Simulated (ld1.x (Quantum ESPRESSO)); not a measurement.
# Pseudopotential generation for ruthenium: PAW, PBEsol

Task: generate the file, and judge it by its errors in other configurations, its logarithmic derivatives, its ghosts and its cutoff.

Program: ld1.x (Quantum ESPRESSO) 7.5. Reference atom: PBEsol, scalar-relativistic, spherical and spin-unpolarised. All values are calculated.

**1. Settings**

The settings as typed:

```
element                 : ruthenium (Ru, Z = 44)
type                    : PAW
frozen core             : [Ar] 3d10
valence charge          : 16
reference configuration : 4s2 4p6 4d7 5s0.5 5p0 (charge +0.5)
partial waves           : 4s (bound): rcut 1.70, rcutus 2.15 bohr; 5s (bound): rcut 1.70, rcutus 2.15 bohr; 4p (bound): rcut 1.55, rcutus 2.10 bohr; 5p (bound, empty): rcut 1.55, rcutus 2.10 bohr; 4d (bound): rcut 1.35, rcutus 1.65 bohr; 4d channel at -0.05 Ry: rcut 1.35, rcutus 1.65 bohr
local potential         : all-electron potential smoothed inside 1.65 bohr (lloc = -1)
core correction         : not asked for
augmentation charge     : PSQ, inside the norm-conserving radii
```

An earlier all-electron run gives the scale for the radii.

All-electron outer shells of the reference configuration (PBEsol, scalar-relativistic, ld1.x):

| shell | level (eV) | outermost node (bohr) | outermost maximum (bohr) |
| --- | --- | --- | --- |
| 3p | -450.43 | 0.16 | 0.36 |
| 3d | -276.61 | – | 0.30 |
| 4s | -79.85 | 0.48 | 0.92 |
| 4p | -49.93 | 0.49 | 0.98 |
| 4d | -8.73 | 0.48 | 1.21 |
| 5s | -7.27 | 1.23 | 2.66 |
| 5p | -3.31 | 1.40 | 3.50 |

**2. Generating the potential**

Input file Ru.in:

```
 &input
   title='Ru', zed=44., rel=1, dft='PBESOL', iswitch=3,
   config='[Kr] 4d7 5s0.5 5p0',
   nld=3, rlderiv=2.35, eminld=-8.0, emaxld=5.0, deld=0.04
 /
 &inputp
   pseudotype=3, lpaw=.true., tm=.true., lloc=-1, rcloc=1.65,
   nlcc=.false.,
   which_augfun='PSQ', rmatch_augfun_nc=.true.,
   file_pseudopw='Ru.UPF', file_wfcaegen='ae.wfc', file_wfcncgen='nc.wfc', file_beta='beta', file_chi='chi', file_wfcusgen='us.wfc'
 /
6
4S  1  0   2.00   0.00  1.70  2.15  0.0
5S  2  0   0.50   0.00  1.70  2.15  0.0
4P  2  1   6.00   0.00  1.55  2.10  0.0
5P  3  1   0.00   0.00  1.55  2.10  0.0
4D  3  2   7.00   0.00  1.35  1.65  0.0
4D  3  2   0.00  -0.05  1.35  1.65  0.0
 &test
   configts(1)='4s2 4p6 4d7 5s0.5 5p0'
 /
```

The run is started by

```console
ld1.x < Ru.in > Ru.out
```

What the program wrote to Ru.out (without the banner and most projector matrices):

```text
     Program LD1 v.7.5
     --------------------------- All-electron run ----------------------------

     Ru
     scalar relativistic calculation

     atomic number is 44.00
     dft =PBESOL   lsd =0 sic =0 latt =0  beta=0.20 tr2=1.0E-14
     Exchange-correlation= PBESOL
                           (   1   4  10   8   0   0   0)
     mesh =1233 r(mesh) = 101.06970 a.u. xmin = -7.00 dx = 0.01250
     1 Ry =  13.60569312 eV, c = 137.03599908

     n l     nl                  e(Ry)          e(Ha)          e(eV)
     1 0     1S 1( 2.00)     -1611.6804      -805.8402    -21928.0294
     2 0     2S 1( 2.00)      -231.9591      -115.9796     -3155.9649
     2 1     2P 1( 6.00)      -207.8125      -103.9063     -2827.4337
     3 0     3S 1( 2.00)       -41.0396       -20.5198      -558.3722
     3 1     3P 1( 6.00)       -33.1060       -16.5530      -450.4300
     4 0     4S 1( 2.00)        -5.8686        -2.9343       -79.8467
     4 1     4P 1( 6.00)        -3.6698        -1.8349       -49.9306
     3 2     3D 1(10.00)       -20.3302       -10.1651      -276.6069
     4 2     4D 1( 7.00)        -0.6420        -0.3210        -8.7355
     5 0     5S 1( 0.50)        -0.5342        -0.2671        -7.2687
     5 1     5P 1( 0.00)        -0.2433        -0.1217        -3.3107

     final scf error:  6.4E-15 reached in  28 iterations

     Etot =   -9056.658789 Ry,   -4528.329395 Ha, -123222.120203 eV

     Ekin =    9364.771049 Ry,    4682.385524 Ha,  127414.201059 eV
     Encl =  -21841.697665 Ry,  -10920.848833 Ha, -297171.435716 eV
     Eh   =    3682.177043 Ry,    1841.088521 Ha,   50098.570866 eV
     Exc  =    -261.909216 Ry,    -130.954608 Ha,   -3563.456412 eV

     normalization and overlap integrals

     s(1S/1S) =  1.000000  <r> =   0.0334  <r2> =    0.0015  r(max) =   0.0216
     s(2S/2S) =  1.000000  <r> =   0.1457  <r2> =    0.0250  r(max) =   0.1229
     s(2P/2P) =  1.000000  <r> =   0.1270  <r2> =    0.0197  r(max) =   0.0981
     s(3S/3S) =  1.000000  <r> =   0.4030  <r2> =    0.1859  r(max) =   0.3600
     s(3P/3P) =  1.000000  <r> =   0.4033  <r2> =    0.1891  r(max) =   0.3555
     s(4S/4S) =  1.000000  <r> =   1.0190  <r2> =    1.1778  r(max) =   0.9193
     s(4P/4P) =  1.000000  <r> =   1.1290  <r2> =    1.4635  r(max) =   0.9785
     s(3D/3D) =  1.000000  <r> =   0.3843  <r2> =    0.1768  r(max) =   0.3022
     s(4D/4D) =  1.000000  <r> =   1.6717  <r2> =    3.4622  r(max) =   1.2102
     s(5S/5S) =  1.000000  <r> =   3.1792  <r2> =   11.5784  r(max) =   2.6600
     s(5P/5P) =  1.000000  <r> =   4.3837  <r2> =   22.3498  r(max) =   3.5019

     ------------------------ End of All-electron run ------------------------

     --------------------- Generating PAW atomic setup --------------------

      Generating local potential from pseudized AE potential:
      Matching radius rcloc =   1.6500

      Local pseudo, rcloc= 1.634 Estimated cut-off energy=     9.32 Ry

      Computing core charge for PAW:

       r > 0.66 : true rho core
       r < 0.66 : rho core = a sin(br)/r    a=  33.63  b=   4.08

      Integrated core pseudo-charge :   6.97
      Wfc-us  4S rcutus= 2.151  Estimated cut-off energy=    12.66 Ry
      Wfc-us  5S rcutus= 2.151  Estimated cut-off energy=    25.83 Ry
      Wfc-us  4P rcutus= 2.098  Estimated cut-off energy=    19.88 Ry
      Wfc-us  5P rcutus= 2.098  Estimated cut-off energy=    37.36 Ry
      Wfc-us  4D rcutus= 1.634  Estimated cut-off energy=    42.76 Ry
      Wfc-us  4D rcutus= 1.634  Estimated cut-off energy=    44.76 Ry

     Required augmentation: PSQ   radius:    2.150000

     Q pseudized with Bessel functions
     Expected ecutrho=     283.9498 due to l1=  2   l2=  2

     Estimated PAW energy = -426.096075 Ryd

     The PAW screened D coefficients
    -0.22483     4.58835     0.00000     0.00000     0.00000     0.00000
     4.58835     4.67764     0.00000     0.00000     0.00000     0.00000
     0.00000     0.00000    -1.69065     0.98874     0.00000     0.00000
     0.00000     0.00000     0.98874     0.49955     0.00000     0.00000
     0.00000     0.00000     0.00000     0.00000    -0.43011    -0.29418
     0.00000     0.00000     0.00000     0.00000    -0.29418    -0.19900

     The PAW descreened D coefficients (US)
     3.59126     0.31345     0.00000     0.00000     0.00000     0.00000
     0.31345    -2.59528     0.00000     0.00000     0.00000     0.00000
     0.00000     0.00000     2.96361    -0.27501     0.00000     0.00000
     0.00000     0.00000    -0.27501    -3.57605     0.00000     0.00000
     0.00000     0.00000     0.00000     0.00000     0.43851     5.07756
     0.00000     0.00000     0.00000     0.00000     5.07756     0.41532

     ------------------- End of pseudopotential generation -------------------

     [... the all-electron block is printed once more ...]


     Computing logarithmic derivative in   2.36217
     Computing logarithmic derivative in   2.36217
     Computing the partial wave expansion
     R is outside the sphere for l=    0 j= 0.00
     R is outside the sphere for l=    0 j= 0.00
     R is outside the sphere for l=    1 j= 0.00
     R is outside the sphere for l=    1 j= 0.00
     R is outside the sphere for l=    2 j= 0.00
     R is outside the sphere for l=    2 j= 0.00

     ---------------------- Testing the pseudopotential ----------------------

     Ru
     scalar relativistic calculation

     atomic number is 44.00   valence charge is 16.00
     dft = SLA  PW   PSX  PSC   lsd =0 sic =0 latt =0  beta=0.20 tr2=1.0E-14
     mesh =1233 r(mesh) = 101.06970 xmin = -7.00 dx = 0.01250

     n l     nl             e AE (Ry)        e PS (Ry)    De AE-PS (Ry)
     1 0     4S   1( 2.00)       -5.86863       -5.86862       -0.00001
     2 1     4P   1( 6.00)       -3.66983       -3.66983       -0.00001
     3 2     4D   1( 7.00)       -0.64205       -0.64205       -0.00000
     2 0     5S   1( 0.50)       -0.53424       -0.53424        0.00000
     3 1     5P   1( 0.00)       -0.24333       -0.24333       -0.00000

     eps = 9.3E-15  iter =119

     Etot =   -9056.658789 Ry,   -4528.329395 Ha, -123222.120203 eV
     Etotps =  -426.096088 Ry,    -213.048044 Ha,   -5797.332614 eV

     Ekin =     261.388726 Ry,     130.694363 Ha,    3556.374793 eV
     Encl =    -582.786265 Ry,    -291.393132 Ha,   -7929.211071 eV
     Ehrt =     157.210702 Ry,      78.605351 Ha,    2138.960564 eV
     Ecxc =    -261.909251 Ry,    -130.954626 Ha,   -3563.456900 eV

     ---------------------- End of pseudopotential test ----------------------
```

Wall time 2.7 s (1 thread of Neoverse-V1, shared host). This counts the later configuration tests of the new file too.

Partial waves on a coarse radial grid (AE all-electron, PS pseudo):

| r (bohr) | 5s AE | 5s PS | 4s AE | 4s PS |
| --- | --- | --- | --- | --- |
| 0.108 | 0.1155 | 0.2617 | 0.3976 | 0.1629 |
| 0.215 | -0.1032 | 0.5000 | -0.3457 | 0.3178 |
| 0.322 | -0.1768 | 0.6988 | -0.6236 | 0.4601 |
| 0.430 | -0.0573 | 0.8449 | -0.2567 | 0.5855 |
| 0.538 | 0.1082 | 0.9268 | 0.2913 | 0.6883 |
| 0.645 | 0.2303 | 0.9420 | 0.7416 | 0.7647 |
| 0.752 | 0.2855 | 0.8951 | 1.0212 | 0.8143 |
| 0.860 | 0.2787 | 0.7934 | 1.1422 | 0.8368 |
| 0.968 | 0.2255 | 0.6503 | 1.1441 | 0.8331 |
| 1.075 | 0.1443 | 0.4828 | 1.0721 | 0.8061 |
| 1.182 | 0.0489 | 0.3049 | 0.9616 | 0.7596 |
| 1.290 | -0.0515 | 0.1287 | 0.8351 | 0.6972 |
| 1.398 | -0.1489 | -0.0329 | 0.7092 | 0.6242 |
| 1.505 | -0.2384 | -0.1716 | 0.5932 | 0.5464 |
| 1.612 | -0.3187 | -0.2859 | 0.4900 | 0.4678 |
| 1.720 | -0.3894 | -0.3769 | 0.4001 | 0.3916 |
| 1.828 | -0.4495 | -0.4465 | 0.3241 | 0.3218 |
| 1.935 | -0.4991 | -0.4989 | 0.2615 | 0.2612 |
| 2.042 | -0.5393 | -0.5394 | 0.2099 | 0.2099 |
| 2.150 | -0.5712 | -0.5712 | 0.1675 | 0.1675 |
| 2.258 | -0.5952 | -0.5952 | 0.1331 | 0.1331 |
| 2.365 | -0.6121 | -0.6121 | 0.1058 | 0.1058 |
| 2.472 | -0.6229 | -0.6229 | 0.0838 | 0.0838 |
| 2.580 | -0.6283 | -0.6283 | 0.0662 | 0.0662 |
| 2.688 | -0.6291 | -0.6291 | 0.0521 | 0.0521 |
| 2.795 | -0.6259 | -0.6259 | 0.0411 | 0.0411 |

**3. Transferability test**

Input file Ru.test.in:

```
 &input
   title='Ru', zed=44., rel=1, dft='PBESOL', iswitch=2,
   config='[Kr] 4d7 5s0.5 5p0'
 /
 &test
   file_pseudo='Ru.UPF', nconf=8,
   configts(1)='4s2 4p6 4d7 5s0.5 5p0',
   configts(2)='4s2 4p6 4d7 5s1 5p0',
   configts(3)='4s2 4p6 4d7 5s0 5p0',
   configts(4)='4s2 4p6 4d6 5s0 5p0',
   configts(5)='4s2 4p6 4d5 5s0 5p0',
   configts(6)='4s2 4p6 4d6 5s1 5p0',
   configts(7)='4s2 4p6 4d7 5s0 5p1',
   configts(8)='4s2 4p6 4d7.5 5s0.5 5p0'
 /
```

The run is started by

```console
ld1.x < Ru.test.in > Ru.test.out
```

Ru.test.out, the pseudopotential blocks, cut to the lines that bear on the results:

```text
     ---------------------- Testing the pseudopotential ----------------------

     Ru
     scalar relativistic calculation

     atomic number is 44.00   valence charge is 16.00
     dft =SLA  PW   PSX  PSC   lsd =0 sic =0 latt =0  beta=0.20 tr2=1.0E-14
     mesh =1233 r(mesh) = 101.06970 xmin = -7.00 dx = 0.01250

     n l     nl             e AE (Ry)        e PS (Ry)    De AE-PS (Ry)
     1 0     4S   1( 2.00)       -5.86863       -5.86862       -0.00001
     2 1     4P   1( 6.00)       -3.66983       -3.66983       -0.00001
     3 2     4D   1( 7.00)       -0.64205       -0.64205       -0.00000
     2 0     5S   1( 0.50)       -0.53424       -0.53424        0.00000
     3 1     5P   1( 0.00)       -0.24333       -0.24333       -0.00000

     eps = 7.6E-15  iter =133

     Etot =   -9056.658789 Ry,   -4528.329395 Ha, -123222.120204 eV
     Etotps =  -426.096088 Ry,    -213.048044 Ha,   -5797.332614 eV

     Ekin =     261.388726 Ry,     130.694363 Ha,    3556.374794 eV
     Encl =    -582.786265 Ry,    -291.393132 Ha,   -7929.211072 eV
     Ehrt =     157.210702 Ry,      78.605351 Ha,    2138.960564 eV
     Ecxc =    -261.909251 Ry,    -130.954626 Ha,   -3563.456900 eV

     ---------------------- End of pseudopotential test ----------------------

     ---------------------- Testing the pseudopotential ----------------------

     Ru
     [...]
     n l     nl             e AE (Ry)        e PS (Ry)    De AE-PS (Ry)
     1 0     4S   1( 2.00)       -5.60902       -5.61309        0.00407
     2 1     4P   1( 6.00)       -3.40883       -3.41197        0.00314
     3 2     4D   1( 7.00)       -0.38341       -0.38416        0.00075
     2 0     5S   1( 1.00)       -0.31370       -0.31323       -0.00047
     3 1     5P   1( 0.00)       -0.06357       -0.06355       -0.00002

     eps = 4.9E-15  iter = 72

     Etot =   -9056.870064 Ry,   -4528.435032 Ha, -123224.994752 eV
     Etotps =  -426.307295 Ry,    -213.153647 Ha,   -5800.206225 eV
     dEtot_ae =      -0.211275 Ry
     dEtot_ps =      -0.211207 Ry,   Delta E=      -0.000069 Ry

     [...]
     ---------------------- End of pseudopotential test ----------------------
```

6 tests gave no usable energy difference (4s2 4p6 4d7 5s0 5p0; 4s2 4p6 4d6 5s0 5p0; 4s2 4p6 4d5 5s0 5p0; 4s2 4p6 4d6 5s1 5p0; others); the test run stopped with "negative rho".

Excitation and ionisation energies from 4s2 4p6 4d7 5s0.5 5p0, with the error of the potential.

```tsv
valence configuration	charge	ΔE all-electron (eV)	error AE − PS (meV)
4s2 4p6 4d7 5s1 5p0	0	-2.875	-0.9
```

**4. Does it scatter like the atom?**

Taken from the files of the generation run. The phase is arctan(r·u′/u) with u = r·R, unwrapped, with energies in Ry. A pole is an energy at which the radial function vanishes at the test radius. The pseudo phase is shifted by a multiple of π to meet the all-electron one at the reference energy. Levels narrower than the energy grid can be missing from the poles. Left out: s, p, where the overlap operator is not positive , so their phases aren't trusted. The last column is the largest difference on the grid between −1 and +1 Ry.

```tsv
channel	radius (bohr)	reference (Ry)	poles AE	poles PS	window around the reference with phases within 0.05 rad (Ry)	largest difference near zero (rad)
d	2.36	-0.64	-0.05	-0.05	the whole range	0.000
```

Phases (rad) along the scan:

| E (Ry) | d AE | d PS |
| --- | --- | --- |
| -8.00 | 1.418 | 1.418 |
| -7.52 | 1.413 | 1.413 |
| -7.04 | 1.407 | 1.407 |
| -6.56 | 1.401 | 1.401 |
| -6.08 | 1.394 | 1.394 |
| -5.60 | 1.385 | 1.386 |
| -5.12 | 1.376 | 1.376 |
| -4.64 | 1.365 | 1.365 |
| -4.16 | 1.351 | 1.351 |
| -3.68 | 1.334 | 1.334 |
| -3.20 | 1.312 | 1.312 |
| -2.72 | 1.282 | 1.282 |
| -2.24 | 1.234 | 1.234 |
| -1.76 | 1.148 | 1.148 |
| -1.28 | 0.913 | 0.913 |
| -0.80 | -0.415 | -0.416 |
| -0.32 | -1.434 | -1.434 |
| 0.16 | -1.637 | -1.637 |
| 0.64 | -1.738 | -1.738 |
| 1.12 | -1.822 | -1.822 |
| 1.60 | -1.920 | -1.920 |
| 2.08 | -2.068 | -2.068 |
| 2.56 | -2.354 | -2.353 |
| 3.04 | -2.998 | -2.993 |
| 3.52 | -3.813 | -3.805 |
| 4.00 | -4.224 | -4.218 |
| 4.48 | -4.410 | -4.405 |
| 4.96 | -4.512 | -4.508 |

**5. Plane-wave convergence, by spherical Bessel functions**

This step uses the generator's waves and projectors in a separate script. Basis: spherical Bessel functions vanishing at 20 bohr, q² up to the cutoff; potential fixed at the reference.

No cutoffs are read. The overlap operator is not positive in s, p (lowest eigenvalue -0.822), so the test is not defined there. The ghost test is not conclusive.

**6. What came out**

```
                                                quantity                                                 value
                                                 cutoffs                                        not determined
                                            bound ghosts                                        not determined
                            largest test error (AE − PS)  -0.9 meV, for 4s2 4p6 4d7 5s1 5p0 (6 tests unsolved)
largest phase difference near zero energy, channels read                                             0.000 rad
         lowest eigenvalue of the overlap (Bessel basis)                                            -0.822 (p)
               density cutoff estimated by the generator                                                284 Ry
```

The overlap operator is not positive definite in s, p, so a plane-wave run would break down once the basis is large enough. By total energies transferability is very good where solved: the largest error is 0.9 meV on 2.9 eV, for 4s2 4p6 4d7 5s1 5p0. The test run broke off, so later configurations gave nothing; the verdict rests on few tests. No cutoffs are read. Ghosts could not be judged. Near zero energy the phases of the channels with partial waves that could be evaluated agree within 0.001 rad.
